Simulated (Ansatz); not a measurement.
**GaH3S (SMILES [SH][GaH2]) at 6 levels**

Aim: a comparison of 6 runs (HF/6-31G*, HF/def2-SVP, B3LYP/6-31G*, BLYP/cc-pVTZ, MP2/def2-TZVP, CCSD(T)/3-21G) of GaH3S. 

The calculation is run with Ansatz 0.2.0.

1 further run of the same task is left out (set aside as unsound or not needed).

### 1 The molecule

GaH3S has 5 atoms, charge 0, and is taken as a singlet. SMILES: `[SH][GaH2]`. The shape is that of a PBE0-D4/def2-TZVP optimisation.

Bond lengths: S1–Ga2 2.199 Å, S1–H3 1.343 Å, Ga2–H4 1.559 Å, Ga2–H5 1.560 Å. Angles: S1–Ga2–H4 115.2°, S1–Ga2–H5 118.1°, Ga2–S1–H3 95.0°, H4–Ga2–H5 126.7°.

### 2 Energy and gradient at HF/6-31G(d) (spherical functions) (run 1)

molecule.yaml

```yaml
crystal:
  periodic: [false, false, false]
  atoms:
    - {symbol: S, position_ang: [0.039000, -1.453300, 0.684400]}
    - {symbol: Ga, position_ang: [-0.329300, 0.433200, -0.383400]}
    - {symbol: H, position_ang: [1.263800, -1.108400, 1.113300]}
    - {symbol: H, position_ang: [-1.711200, 0.532500, -1.097900]}
    - {symbol: H, position_ang: [0.787500, 1.522400, -0.357800]}
basis:
  gaussian:
    orbitals: 6-31Gs-spherical.json
hamiltonian:
  xc: hf
accuracy: high
output: {forces: true, orbitals: {seedname: orbitals}}
```

The basis set 6-31G* is read from a file made from the Basis Set Exchange's data (not shown).

Started as:

```
$ ansatz run molecule.yaml --threads 1 --pin off --max-ram 2610MiB --events-out events.jsonl --progress --plain --runs-dir runs
```

Standard output:

```text
Warning: RAYON_NUM_THREADS=1 ignored (pool sized by the plan → 1); use --threads N
Functional definition: HF
  name "HF"
  exchange = exact_x
  correlation = 0
1122 factors; integrals over basis functions are off by at most 3.9e-9 eV
mean field evaluation 1: about -63190.3641 eV, gradient 1.5e1 eV
mean field evaluation 2: about -63190.4148 eV, gradient 1.5e1 eV
mean field evaluation 4: about -63191.3292 eV, gradient 2.2e0 eV
mean field evaluation 8: about -63191.3443 eV, gradient 6.0e-5 eV
mean field -63191.34429954 eV, -2322.2390703764 hartree, gradient 1.9e-8 eV, S^2 0.000000; 0 other end points of the search recorded, 0 dependent functions left out
the calculation of the forces begins
reference -63191.34429954 eV, -2322.2390703764 hartree; 25, 25 occupied and 31, 31 virtual orbitals, 1122 factors
Total energy: -63191.34429954 eV, -2322.2390703764 hartree
Atom 0 at     0.039000    -1.453300     0.684400 Å, force     0.515601    -0.094279     0.293580 eV/Å
Atom 1 at    -0.329300     0.433200    -0.383400 Å, force    -0.137262     0.113257    -0.120089 eV/Å
Atom 2 at     1.263800    -1.108400     1.113300 Å, force    -0.350650    -0.209662    -0.070435 eV/Å
Atom 3 at    -1.711200     0.532500    -1.097900 Å, force    -0.155540     0.061043    -0.103783 eV/Å
Atom 4 at     0.787500     1.522400    -0.357800 Å, force     0.127851     0.129641     0.000728 eV/Å
Dipole moment:     0.135846     0.315188    -0.083013 e Å
```

Wall time 2.5 s (1 thread of Intel Xeon Platinum 8488C (Sapphire Rapids), shared host).

### 3 Energy and forces at HF/def2-SVP (run 2)

in.yaml

```yaml
crystal:
  periodic: [false, false, false]
  atoms:
    - {symbol: S, position_ang: [0.039000, -1.453300, 0.684400]}
    - {symbol: Ga, position_ang: [-0.329300, 0.433200, -0.383400]}
    - {symbol: H, position_ang: [1.263800, -1.108400, 1.113300]}
    - {symbol: H, position_ang: [-1.711200, 0.532500, -1.097900]}
    - {symbol: H, position_ang: [0.787500, 1.522400, -0.357800]}
basis:
  gaussian:
    orbitals: def2-SVP
total_charge: 0
magnetization:
  spin_polarized: false
hamiltonian:
  xc: hf
accuracy: high
output:
  forces: true
  orbitals: {seedname: orbitals}
```

Started as:

```
$ ansatz run in.yaml --threads 1 --pin off --max-ram 2610MiB --events-out events.jsonl --progress --plain --runs-dir runs
```

Standard output, shortened:

```text
Warning: RAYON_NUM_THREADS=1 ignored (pool sized by the plan → 1); use --threads N
[... 2 set-up lines as earlier in the session ...]
[...]
1277 factors; integrals over basis functions are off by at most 4.2e-9 eV
[...]
mean field -63189.63991604 eV, -2322.1764354382 hartree, gradient 1.6e-8 eV, S^2 0.000000; 0 other end points of the search recorded, 0 dependent functions left out
[...]
reference -63189.63991604 eV, -2322.1764354382 hartree; 25, 25 occupied and 40, 40 virtual orbitals, 1277 factors
Total energy: -63189.63991604 eV, -2322.1764354382 hartree
Atom 0 at     0.039000    -1.453300     0.684400 Å, force     0.309138    -0.134647     0.212900 eV/Å
Atom 1 at    -0.329300     0.433200    -0.383400 Å, force    -0.117000     0.148385    -0.126891 eV/Å
Atom 2 at     1.263800    -1.108400     1.113300 Å, force    -0.160848    -0.155876    -0.004129 eV/Å
Atom 3 at    -1.711200     0.532500    -1.097900 Å, force    -0.067621     0.065310    -0.063317 eV/Å
Atom 4 at     0.787500     1.522400    -0.357800 Å, force     0.036332     0.076828    -0.018561 eV/Å
Dipole moment:     0.141420     0.259824    -0.054197 e Å
```

Run time: 1.9 s. Hardware: 1 thread of Intel Xeon Platinum 8488C (Sapphire Rapids), shared host.

Runs 3 to 4 aren't shown in full; the table further down has their settings and results.

### 4 Energy and forces at MP2/def2-TZVP (run 5)

run.yaml

```yaml
crystal:
  periodic: [false, false, false]
  atoms:
    - {symbol: S, position_ang: [0.039000, -1.453300, 0.684400]}
    - {symbol: Ga, position_ang: [-0.329300, 0.433200, -0.383400]}
    - {symbol: H, position_ang: [1.263800, -1.108400, 1.113300]}
    - {symbol: H, position_ang: [-1.711200, 0.532500, -1.097900]}
    - {symbol: H, position_ang: [0.787500, 1.522400, -0.357800]}
basis:
  gaussian: {orbitals: def2-TZVP}
output: {forces: true, orbitals: {seedname: orbitals}}
correlation: {method: mp2, frozen_orbitals: {Ga: 9, H: 0, S: 5}}
accuracy: high
```

Started as:

```
$ ansatz run run.yaml --threads 1 --pin off --max-ram 2610MiB --events-out events.jsonl --progress --plain --runs-dir runs
```

Standard output, shortened:

```text
Warning: RAYON_NUM_THREADS=1 ignored (pool sized by the plan → 1); use --threads N
[... 2 set-up lines as earlier in the session ...]
[...]
1705 factors; integrals over basis functions are off by at most 4.5e-9 eV
[...]
mean field -63200.17478438 eV, -2322.5635847088 hartree, gradient 3.2e-8 eV, S^2 0.000000; 0 other end points of the search recorded, 0 dependent functions left out
14 core orbitals not correlated: weight in the atoms' cores, before any rotation towards them, 1.000 or more for the frozen orbitals, at most 0.000 for the correlated occupied ones
reference -63200.17478438 eV, -2322.5635847088 hartree; 11, 11 occupied and 78, 78 virtual orbitals, 1705 factors
second order -10.86951901 eV of doubles, -0.00000000 eV of singles
[...]
Total energy: -63211.04430339 eV, -2322.9630321648 hartree
Atom 0 at     0.039000    -1.453300     0.684400 Å, force     0.088436     0.050279     0.019048 eV/Å
Atom 1 at    -0.329300     0.433200    -0.383400 Å, force    -0.013814     0.081205    -0.045362 eV/Å
Atom 2 at     1.263800    -1.108400     1.113300 Å, force    -0.100829    -0.020261    -0.039108 eV/Å
Atom 3 at    -1.711200     0.532500    -1.097900 Å, force     0.147835    -0.003514     0.073237 eV/Å
Atom 4 at     0.787500     1.522400    -0.357800 Å, force    -0.121628    -0.107709    -0.007814 eV/Å
Dipole moment:     0.121600     0.219279    -0.044658 e Å
```

Run time: 10 s. Hardware: 1 thread of Intel Xeon Platinum 8488C (Sapphire Rapids), shared host; peak memory 0.36 GiB.

### 5 Energy and gradient at CCSD(T)/3-21G (run 6)

Changes to molecule.yaml since step 2:

```diff
@@ -10,6 +10,9 @@
   gaussian:
-    orbitals: 6-31Gs-spherical.json
-hamiltonian:
-  xc: hf
+    orbitals: 3-21G-spherical.json
 accuracy: high
 output: {forces: true, orbitals: {seedname: orbitals}}
+correlation:
+  method: ccsd_t
+  frozen_orbitals: {Ga: 9, H: 0, S: 5}
+scf:
+  omitted_lower_state_checks: [cluster_reference, increment]
```

The basis set 3-21G is read from a file made from the Basis Set Exchange's data (not shown).

Started as:

```
$ ansatz run molecule.yaml --threads 1 --pin off --max-ram 2610MiB --events-out events.jsonl --progress --plain --runs-dir runs
```

Standard output, shortened:

```text
Warning: RAYON_NUM_THREADS=1 ignored (pool sized by the plan → 1); use --threads N
[... 2 set-up lines as earlier in the session ...]
[...]
735 factors; integrals over basis functions are off by at most 3.7e-9 eV
[...]
mean field -62889.48270641 eV, -2311.1458614383 hartree, gradient 2.8e-8 eV, S^2 0.000000; 0 other end points of the search recorded, 0 dependent functions left out
14 core orbitals not correlated: weight in the atoms' cores, before any rotation towards them, 1.000 or more for the frozen orbitals, at most 0.000 for the correlated occupied ones
reference -62889.48270641 eV, -2311.1458614383 hartree; 11, 11 occupied and 16, 16 virtual orbitals, 735 factors
second order -2.57808077 eV of doubles, -0.00000000 eV of singles
cycle   1  -3.00255923 eV  change   -4.2e-1 eV  update   6.5e-2
[...]
cycle  19  -3.23086351 eV  change   7.8e-10 eV  update  8.5e-10
perturbative correction -0.05693524 eV, -0.0020923316 hartree
[...]
Total energy: -62892.77050517 eV, -2311.2666858139 hartree
Atom 0 at     0.039000    -1.453300     0.684400 Å, force    -0.417457    -1.311056     0.416858 eV/Å
Atom 1 at    -0.329300     0.433200    -0.383400 Å, force    -0.443741     0.998331    -0.685548 eV/Å
Atom 2 at     1.263800    -1.108400     1.113300 Å, force     0.888944    -0.029125     0.443151 eV/Å
Atom 3 at    -1.711200     0.532500    -1.097900 Å, force    -0.310990     0.063135    -0.179894 eV/Å
Atom 4 at     0.787500     1.522400    -0.357800 Å, force     0.283243     0.278715     0.005433 eV/Å
Dipole moment:     0.172364     0.360935    -0.086954 e Å
Checks for a lower state left out: cluster_reference, increment
```

Wall time 2.2 s (1 thread of Intel Xeon Platinum 8488C (Sapphire Rapids), shared host).

### 6 Overview of the runs

| run | level | Cartesian functions | frozen core orbitals | energy (Eh) | dipole moment (D) | HOMO energy (eV) | LUMO energy (eV) | wall time |
| --- | --- | --- | --- | --- | --- | --- | --- | --- |
| 1 | HF/6-31G* (spherical functions) | no | – | -2322.239070 | 1.70 | -10.35 | 1.12 | 2.5 s |
| 2 | HF/def2-SVP | no | – | -2322.176435 | 1.44 | -10.32 | 1.37 | 1.9 s |
| 3 | B3LYP/6-31G* (Cartesian functions) | yes | – | -2324.641128 | 1.31 | -7.40 | -1.73 | 7.5 s |
| 4 | BLYP/cc-pVTZ | no | – | -2324.982255 | 0.97 | -6.42 | -2.21 | 14 s |
| 5 | MP2/def2-TZVP | no | 14 | -2322.963032 | 1.22 | -10.40 | 1.24 | 10 s |
| 6 | CCSD(T)/3-21G | no | 14 | -2311.266686 | 1.97 | -10.51 | 1.03 | 2.2 s |

### 7 Summary of results

| quantity | value |
| --- | --- |
| run 6: total energy | -2311.26669 Eh |
| run 6: dipole moment (correlated density) | 1.97 D |
| run 6: HOMO energy (Hartree–Fock orbitals) | -10.51 eV |
| run 6: LUMO energy (Hartree–Fock orbitals) | 1.03 eV |
| run 6: HOMO–LUMO gap (Hartree–Fock orbitals) | 11.54 eV |
| run 6: correlation energy (14 core orbitals frozen) | -120.8 mEh |
| run 6: (T) correction | -2.09 mEh |
| run 6: T1 diagnostic | 0.012 |
| run 6: largest force on an atom | 1.438 eV/Å |

In words: The dipole moment (its size) runs from 0.97 D (BLYP/cc-pVTZ) to 1.97 D (CCSD(T)/3-21G). The two ends differ in method and basis. Over runs 1, 2, 3, 4 the HOMO–LUMO gap runs from 4.21 eV (BLYP/cc-pVTZ) to 11.69 eV (HF/def2-SVP). Totals of different functionals can't be ranked against each other. All runs together took 38 s, the longest 14 s.
